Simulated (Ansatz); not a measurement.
# PTe: the cost of one run

All numbers are computed with the Python package of Ansatz 0.2.0. Level of theory: r2SCAN/def2-SVPD.

## Step 1: Starting point

Bond lengths: Te1–P2 2.385 Å.

No structure file is read: the coordinates are typed or built in the script.

## Step 2: Script

File pte.py:

```python
"""Atomisation energy of PTe at the given geometry."""

from collections import Counter

import ansatz as az


def energy(molecule, charge=0, unpaired=0):
    calc = molecule.calculation().basis(gaussian="def2-SVPD").functional("r2SCAN")
    if charge:
        calc = calc.charge(charge)
    if unpaired:
        calc = calc.spin("collinear", total=unpaired)
    report = calc.run(threads=1, backend="cpu").report
    if report["published_state_doubts"]:
        print("  doubts:", report["published_state_doubts"])
    return report["free_energy_ev"]

geometry_ang = [
    ("Te", [0.0, 0.0, 0.0]),
    ("P", [0.0, 0.0, 2.385]),
]
molecule = az.Crystal.molecule()
for symbol, xyz in geometry_ang:
    molecule = molecule.atom(symbol, xyz)

# Hund ground states
unpaired = {"Te": 2, "P": 3}
counts = Counter(site.symbol for site in molecule.cartesian_sites)
atom_energy = {s: energy(az.Crystal.molecule().atom(s, (0, 0, 0)), 0, unpaired[s]) for s in counts}
whole = energy(molecule, 0, 1)
for s, e in atom_energy.items():
    print(f"{s:2s} x{counts[s]}  {e:14.5f} eV")
print(f"PTe: {whole:.5f} eV")
split = sum(counts[s] * e for s, e in atom_energy.items()) - whole
print(f"atomisation energy (no zero-point term): {split:.3f} eV, {split / sum(counts.values()):.3f} eV an atom")
```

## Step 3: The calls as engine input

The package turns the script's settings into the engine's input (first run):

```yaml
crystal:
  periodic: [false, false, false]
  atoms:
    - { symbol: Te, position_ang: [0.0, 0.0, 0.0] }
basis:
  gaussian:
    orbitals: def2-SVPD
hamiltonian:
  xc: r2scan
magnetization:
  spin_polarized: true
  initial_magnetization: 2.0
```

## Step 4: Launch

Launch:

```console
$ python pte.py
```

What time and memory should one allow on 1 thread of Arm Neoverse V2, shared host?

About 21 s, with a peak of 0.22 GiB.
